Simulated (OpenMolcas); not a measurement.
**W³⁺ among point charges: CASSCF and CASPT2 levels and susceptibility**

How does a field of 6 point charges split the states of W³⁺, and what χT follows?

Program: OpenMolcas 26.06. Level of theory: state-averaged CASSCF and CASPT2, spin-orbit coupling by RASSI with atomic mean-field integrals. These are calculated values, not measurements, unless marked.

### Step 1. What is computed

```
Species                           : W³⁺ (tungsten, Z = 74, 71 electrons)
Basis                             : ANO-RCC-VTZP [8s7p5d3f2g1h], 104 functions
Scalar Hamiltonian                : DKH2, point nucleus
Inactive shells                   : 1s 2s 2p 3s 3p 3d 4s 4p 4d 4f 5s 5p
Active space                      : 3 electrons in 5 orbitals (5d)
Some configurations of this space : 5d3
Orbitals                          : optimised for each spin and parity, averaged over all roots
```

The outer shells:

5d3
```
5d [↑ ][↑ ][↑ ][  ][  ]
```

The ion sits among 6 point charges of -1.7 e arranged as a tetragonal octahedron (D4h), 2.28 Å from the ion, with the axial distance 2.576 Å.

Each step is its own input file, run in one work folder so that later steps find the files of earlier ones. Labels, J, g values, rates, χT and fits are worked out afterwards by a script from the matrices that RASSI stores. The input lists half of the charges; inversion (Group=XYZ) makes the rest.

### Step 2. One- and two-electron integrals

Contents of a.inp:

```
&GATEWAY
Coord
1

W 0.0 0.0 0.0
Basis=ANO-RCC-VTZP
Group=XYZ
NoMove
AngMom=0.0 0.0 0.0
AMFI
XField
3 Angstrom 0
2.280000 0.000000 0.000000 -1.700000
0.000000 2.280000 0.000000 -1.700000
0.000000 0.000000 2.576400 -1.700000
&SEWARD
```

Started as:

```
$ OMP_NUM_THREADS=1 MOLCAS_MEM=1689 MOLCAS_PROJECT=a pymolcas a.inp > a.log
```

The log of the run:

```text
Basis set label: W.ANO-RCC...8S7P5D3F2G1H.

      Electronic valence basis set:
      ------------------
      Associated Effective Charge  74.000000 au
      Associated Actual Charge     74.000000 au
      Nuclear Model: Point charge

      Shell  nPrim  nBasis  Cartesian Spherical Contaminant
         s      24       8        X
         p      21       7        X
         d      15       5                 X
         f      11       3                 X
         g       4       2                 X
         h       2       1                 X
                  Relativistic Douglas-Kroll-Hess integrals:
                    - DKH order of Hamiltonian: 2
                    - DKH order of Properties : 0
                  Atomic mean-field integrals
```

### Step 3. Reference wave functions, quartets of even parity, 10 roots

Contents of a.inp:

```
&RASSCF
FileOrb=start.orb
Symmetry=1
Spin=4
nActEl=3 0 0
Inactive=15 19
Ras2=5 0
CIRoot=10 10 1
SDav=10
CIMx=300
Iter=120 100
PrWF=0.3
OrbListing=Nothing
MaxOrb=0
>>> COPY $Project.JobIph JOB001
```

start.orb holds the contracted functions of the basis, ordered by shell, or the orbitals of the step before.

The log of the run, cut to the lines that bear on the results:

```text
[...]
      Number of active orbitals                  5
[...]
      Spin quantum number                      1.5
[...]
      Active orbitals                            5   0
[...]
      Number of CSFs                            10
      Number of root(s) required                10
[...]
      Convergence after 13 iterations
[...]
      Natural orbitals and occupation numbers for root  1
      sym 1:   1.000000   1.000000   0.000000   1.000000  -0.000000
      Natural orbitals and occupation numbers for root  2
      sym 1:   0.980831   0.019169   1.000000   0.980831   0.019169
      Natural orbitals and occupation numbers for root  3
      sym 1:   0.980831   0.980831   0.019169   0.019169   1.000000
::    RASSCF root number  1 Total energy: -16132.55397300
::    RASSCF root number  2 Total energy: -16132.52997562
::    RASSCF root number  3 Total energy: -16132.52997562
[...]
::    RASSCF root number  7 Total energy: -16132.49863706
::    RASSCF root number  8 Total energy: -16132.46202604
::    RASSCF root number  9 Total energy: -16132.45394420
::    RASSCF root number 10 Total energy: -16132.45394420
```

### Step 4. Reference wave functions, doublets of even parity, 40 roots

Contents of a.inp:

```
&RASSCF
FileOrb=start.orb
Symmetry=1
Spin=2
nActEl=3 0 0
Inactive=15 19
Ras2=5 0
CIRoot=40 40 1
SDav=40
CIMx=300
Iter=120 100
PrWF=0.3
OrbListing=Nothing
MaxOrb=0
>>> COPY $Project.JobIph JOB002
```

The log of the run, cut to the lines that bear on the results:

```text
[...]
      Number of active orbitals                  5
[...]
      Spin quantum number                      0.5
[...]
      Active orbitals                            5   0
[...]
      Number of CSFs                            40
      Number of root(s) required                40
[...]
      Convergence after 10 iterations
[...]
      Natural orbitals and occupation numbers for root  1
      sym 1:   0.315341   0.953969   0.078317   1.650815   0.001558
      Natural orbitals and occupation numbers for root  2
      sym 1:   0.315341   1.650815   0.001558   0.953969   0.078317
      Natural orbitals and occupation numbers for root  3
      sym 1:   0.930942   0.986619   0.022536   0.986619   0.073283
::    RASSCF root number  1 Total energy: -16132.49199185
::    RASSCF root number  2 Total energy: -16132.49199185
::    RASSCF root number  3 Total energy: -16132.49067477
[...]
::    RASSCF root number 27 Total energy: -16132.40742502
::    RASSCF root number 28 Total energy: -16132.40028936
::    RASSCF root number 29 Total energy: -16132.39947144
::    RASSCF root number 30 Total energy: -16132.39094241
```

### Step 5. State interaction with spin-orbit coupling

Contents of a.inp:

```
&RASSI
NrOfJobIphs=2 10 40
1 2 3 4 5 6 7 8 9 10
1 2 3 4 5 6 7 8 9 10 11 12 13 14 15 16 17 18 19 20 21 22 23 24 25 26 27
28 29 30 31 32 33 34 35 36 37 38 39 40
IphNames
JOB001
JOB002
EJob
SpinOrbit
DIPRint=1.0
SOCoupling=1000.0
Subsets=2
Property=9
'ANGMOM' 1 'ANGMOM' 2 'ANGMOM' 3 'MLTPL  1' 1 'MLTPL  1' 2 'MLTPL  1' 3
'AMFI' 1 'AMFI' 2 'AMFI' 3
SOProperty=3
'ANGMOM' 1 'ANGMOM' 2 'ANGMOM' 3
```

The log of the run:

```text
SPIN-FREE ENERGIES:
  (Shifted by EMIN (a.u.) =     -16132.5539730043)

 SF State       Relative EMIN(au)   Rel lowest level(eV)    D:o, cm**(-1)      L_eff

     1             0.0000000000        0.0000000000              0.0000         3.0
     2             0.0239973813        0.6530020112           5266.8164         2.9
     3             0.0239973813        0.6530020112           5266.8164         2.9
     4             0.0367308557        0.9994975026           8061.4910         3.0
     5             0.0371082565        1.0097671002           8144.3209         2.4
     6             0.0553359462        1.5057678055          12144.8364         3.0
     7             0.0553359462        1.5057678055          12144.8364         3.0
    11             0.0619811567        1.6865931958          13603.2915         3.8
    12             0.0619811567        1.6865931958          13603.2915         3.8
    13             0.0632982387        1.7224328215          13892.3576         3.9
    14             0.0633376058        1.7235040558          13900.9977         4.1
    15             0.0645882835        1.7575367291          14175.4897         4.0
    16             0.0815208492        2.2182953152          17891.7583         3.5
    17             0.0815208492        2.2182953152          17891.7583         3.5
    18             0.0824881401        2.2446166412          18104.0541         4.1
    19             0.0843296393        2.2947263869          18508.2165         3.9
    20             0.0883454930        2.4040033318          19389.5945         4.5
    21             0.0883454930        2.4040033318          19389.5945         4.5
     8             0.0919469606        2.5020042586          20180.0253         2.0
    22             0.0925089268        2.5172961395          20303.3626         4.7
    23             0.0931465651        2.5346471607          20443.3080         4.0
    24             0.0989142475        2.6915937942          21709.1680         3.5
     9             0.1000288066        2.7219224922          21953.7855         1.1
    10             0.1000288066        2.7219224922          21953.7855         1.1
    25             0.1060373819        2.8854241547          23272.5153         3.5
    26             0.1060373819        2.8854241547          23272.5153         3.5
    27             0.1087917759        2.9603750352          23877.0349         3.7
    28             0.1099985849        2.9932139806          24141.8989         2.1
    29             0.1195723423        3.2537291901          26243.0957         4.0
    30             0.1195723423        3.2537291901          26243.0957         4.0
    31             0.1197927505        3.2597268034          26291.4698         3.2
    32             0.1263103255        3.4370790544          27721.9121         4.6
    33             0.1263103255        3.4370790544          27721.9121         4.6
    34             0.1370074622        3.7281629727          30069.6623         4.8
    35             0.1392246284        3.7884951396          30556.2740         3.8
    36             0.1465479832        3.9877737738          32163.5646         3.4
    37             0.1465479832        3.9877737738          32163.5646         3.4
    38             0.1536836431        4.1819449732          33729.6609         3.6
    39             0.1545015665        4.2042018021          33909.1744         3.0
    40             0.1630305923        4.4362884157          35781.0791         3.0
Eigenvalues of complex Hamiltonian:
   -----------------------------------
  (Shifted by EMIN (a.u.) =     -16132.5539730043)

 SO State       Relative EMIN(au)   Rel lowest level(eV)    D:o, cm**(-1)     J-value

     1            -0.0149573575        0.0000000000              0.0000         1.5
     2            -0.0149573575        0.0000000000              0.0000         1.5
     3            -0.0128234936        0.0580653940            468.3290         2.0
     4            -0.0128234936        0.0580653940            468.3290         2.0
     5             0.0090797525        0.6540830849           5275.5359         2.1
     6             0.0090797525        0.6540830849           5275.5359         2.1
     7             0.0124611391        0.7460953014           6017.6644         2.2
     8             0.0124611391        0.7460953014           6017.6644         2.2
     9             0.0191761918        0.9288211948           7491.4482         2.5
    10             0.0191761918        0.9288211948           7491.4482         2.5
    11             0.0207020958        0.9703431573           7826.3454         2.5
    12             0.0207020958        0.9703431573           7826.3454         2.5
    13             0.0239082352        1.0575866546           8530.0116         2.8
    14             0.0239082352        1.0575866546           8530.0116         2.8
    15             0.0313225289        1.2593398629          10157.2610         2.9
    16             0.0313225289        1.2593398629          10157.2610         2.9
    17             0.0314963477        1.2640697149          10195.4098         2.1
    18             0.0314963477        1.2640697149          10195.4098         2.1
    19             0.0371616820        1.4182313144          11438.8070         3.2
    20             0.0371616820        1.4182313144          11438.8070         3.2
    21             0.0447518758        1.6247710093          13104.6620         3.2
    22             0.0447518758        1.6247710093          13104.6620         3.2
    23             0.0450859650        1.6338620394          13177.9861         3.1
    24             0.0450859650        1.6338620394          13177.9861         3.1
    25             0.0484374658        1.7250610211          13913.5555         3.4
    26             0.0484374658        1.7250610211          13913.5555         3.4
    27             0.0541197795        1.8796846555          15160.6792         2.4
    28             0.0541197795        1.8796846555          15160.6792         2.4
    29             0.0568301737        1.9534382380          15755.5419         3.1
    30             0.0568301737        1.9534382380          15755.5419         3.1
    31             0.0614759043        2.0798550077          16775.1619         2.2
    32             0.0614759043        2.0798550077          16775.1619         2.2
    33             0.0622477720        2.1008585978          16944.5673         3.3
    34             0.0622477720        2.1008585978          16944.5673         3.3
    35             0.0635465509        2.1362001718          17229.6163         3.1
    36             0.0635465509        2.1362001718          17229.6163         3.1
    37             0.0690290229        2.2853858367          18432.8799         2.6
    38             0.0690290229        2.2853858367          18432.8799         2.6
    39             0.0744418319        2.4326758718          19620.8541         3.7
    40             0.0744418319        2.4326758718          19620.8541         3.7
    41             0.0761460276        2.4790493997          19994.8819         3.2
Weights of the five most important spin-orbit-free states for each spin-orbit state.

 SO State  Total energy (au)           Spin-free states, spin, and weights
 -------------------------------------------------------------------------------------------------------
    1        -0.014957       1 1.5  0.6350    3 1.5  0.1287    2 1.5  0.1287   18 0.5  0.0192    4 1.5  0.0190
    2        -0.014957       1 1.5  0.6350    3 1.5  0.1287    2 1.5  0.1287   18 0.5  0.0192    4 1.5  0.0190
    3        -0.012823       1 1.5  0.7326    4 1.5  0.0876    2 1.5  0.0432    3 1.5  0.0432    5 1.5  0.0141
    4        -0.012823       1 1.5  0.7326    4 1.5  0.0876    2 1.5  0.0432    3 1.5  0.0432    5 1.5  0.0141
    5         0.009080       2 1.5  0.3485    3 1.5  0.3485    1 1.5  0.1085    6 1.5  0.0504    7 1.5  0.0504
    6         0.009080       2 1.5  0.3485    3 1.5  0.3485    1 1.5  0.1085    6 1.5  0.0504    7 1.5  0.0504
    7         0.012461       3 1.5  0.2371    2 1.5  0.2371    5 1.5  0.2240    1 1.5  0.0861    7 1.5  0.0530
    8         0.012461       3 1.5  0.2371    2 1.5  0.2371    5 1.5  0.2240    1 1.5  0.0861    7 1.5  0.0530
    9         0.019176       5 1.5  0.3266    1 1.5  0.1498    2 1.5  0.1337    3 1.5  0.1337    4 1.5  0.0940
   10         0.019176       5 1.5  0.3266    1 1.5  0.1498    2 1.5  0.1337    3 1.5  0.1337    4 1.5  0.0940
   11         0.020702       4 1.5  0.2913    2 1.5  0.2217    3 1.5  0.2217    6 1.5  0.0577    7 1.5  0.0577
   12         0.020702       4 1.5  0.2913    2 1.5  0.2217    3 1.5  0.2217    6 1.5  0.0577    7 1.5  0.0577
```

Time for these steps: 15 s (1 thread of Arm Neoverse V1, shared host).

Spin-free states, with their symmetry labels:

| state | degeneracy | E (cm-1) | free-ion L (%) |
| --- | --- | --- | --- |
| 4B1 | 1 | 0 | F (100) |
| 4E | 2 | 5267 | F (97) |
| 4B2 | 1 | 8061 | F (100) |
| 4A2 | 1 | 8144 | F (61) |
| 4E | 2 | 12145 | F (100) |
| 2E | 2 | 13603 | G (39) |
| 2A1 | 1 | 13892 | G (70) |
| 2B1 | 1 | 13901 | G (67) |
| 2A2 | 1 | 14175 | G (46) |
| 2E | 2 | 17892 | G (54) |
| 2B2 | 1 | 18104 | H (54) |
| 2A1 | 1 | 18508 | G (96) |
| 2E | 2 | 19390 | H (55) |
| 4A2 | 1 | 20180 | P (61) |
| 2A2 | 1 | 20303 | H (74) |
| 2B2 | 1 | 20443 | G (70) |
| 2B1 | 1 | 21709 | D (52) |
| 4E | 2 | 21954 | P (97) |
| 2E | 2 | 23273 | H (46) |
| 2A1 | 1 | 23877 | D (49) |
| 2A2 | 1 | 24142 | P (75) |
| 2E | 2 | 26243 | H (47) |
| 2B2 | 1 | 26291 | D (64) |
| 2E | 2 | 27722 | H (69) |

With spin-orbit coupling:

| E (cm-1) | Degeneracy | Label | 2S+1 | g |
| --- | --- | --- | --- | --- |
| 0.0 | 2 | E3/2 | 4 | 0.45 1.90 1.90 |
| 468.3 | 2 | E1/2 | 4 | 0.45 0.45 3.04 |
| 5276 | 2 | E3/2 | 4 | 1.50 2.44 2.44 |
| 6018 | 2 | E1/2 | 4 | 2.48 2.84 2.84 |
| 7491 | 2 | E3/2 | 4 | 1.21 1.72 1.72 |
| 7826 | 2 | E3/2 | 4 | 1.69 2.24 2.24 |
| 8530 | 2 | E1/2 | 4 | 0.86 3.76 3.76 |
| 10157 | 2 | E3/2 | 4 | 1.24 1.57 1.57 |
| 10195 | 2 | E1/2 | 4 | 0.22 0.22 4.86 |
| 11439 | 2 | E1/2 | 4 | 1.56 3.54 3.54 |
| 13105 | 2 | E3/2 | 4 | 0.90 0.90 0.90 |
| 13178 | 2 | E1/2 | 2 | 0.92 2.33 2.33 |
| 13914 | 2 | E3/2 | 2 | 1.92 1.92 3.96 |
| 15161 | 2 | E1/2 | 4 | 3.01 3.01 5.87 |
| 15756 | 2 | E1/2 | 2 | 0.31 0.31 1.48 |
| 16775 | 2 | E1/2 | 2 | 0.95 0.95 2.45 |
| 16945 | 2 | E3/2 | 2 | 0.16 2.66 2.66 |
| 17230 | 2 | E3/2 | 4 | 1.85 1.85 2.34 |
| 18433 | 2 | E1/2 | 4 | 0.78 2.46 2.46 |
| 19621 | 2 | E1/2 | 2 | 0.39 1.18 1.18 |
| 19995 | 2 | E3/2 | 2 | 0.01 2.74 2.74 |
| 21249 | 2 | E1/2 | 2 | 0.48 0.48 1.80 |
| 21305 | 2 | E3/2 | 2 | 0.15 0.21 0.21 |
| 21988 | 2 | E1/2 | 2 | 0.61 2.38 2.38 |

The table of states holds 24 of 37 computed; the rest, higher up, is left out. Principal g values are given for doublets only; a zero marks a field direction without first-order Zeeman splitting.

Powder χT (cm³ K/mol): 0.23 at 2 K, 0.23 at 5 K, 0.23 at 10 K, 0.24 at 20 K, 0.25 at 50 K, 0.27 at 100 K, 0.29 at 150 K, 0.31 at 200 K, 0.33 at 250 K, 0.34 at 300 K.

Orbitals of the lowest block (energies include the constant potential of the surroundings):

| shell | space | energy (hartree) | mean occupation | ⟨r²⟩ (bohr²) |
| --- | --- | --- | --- | --- |
| 1s | inactive | -2562.4171 | 2.000 | 0.000431 |
| 2s | inactive | -446.7607 | 2.000 | 0.00704 |
| 2p | inactive | -392.1002 | 6.000 | 0.00582 |
| 3s | inactive | -104.2621 | 2.000 | 0.0460 |
| 3p | inactive | -87.6731 | 6.000 | 0.0466 |
| 3d | inactive | -67.7995 | 10.000 | 0.0390 |
| 4s | inactive | -21.7439 | 2.000 | 0.229 |
| 4p | inactive | -16.1731 | 6.000 | 0.259 |
| 4d | inactive | -8.8228 | 10.000 | 0.304 |
| 4f | inactive | -0.6410 | 14.000 | 0.443 |
| 5s | inactive | -2.2296 | 2.000 | 1.31 |
| 5p | inactive | -0.7215 | 6.000 | 1.74 |
| 5d | RAS2 |  | 3.000 | 3.62 |

(Part 1 of 2 ends here.)
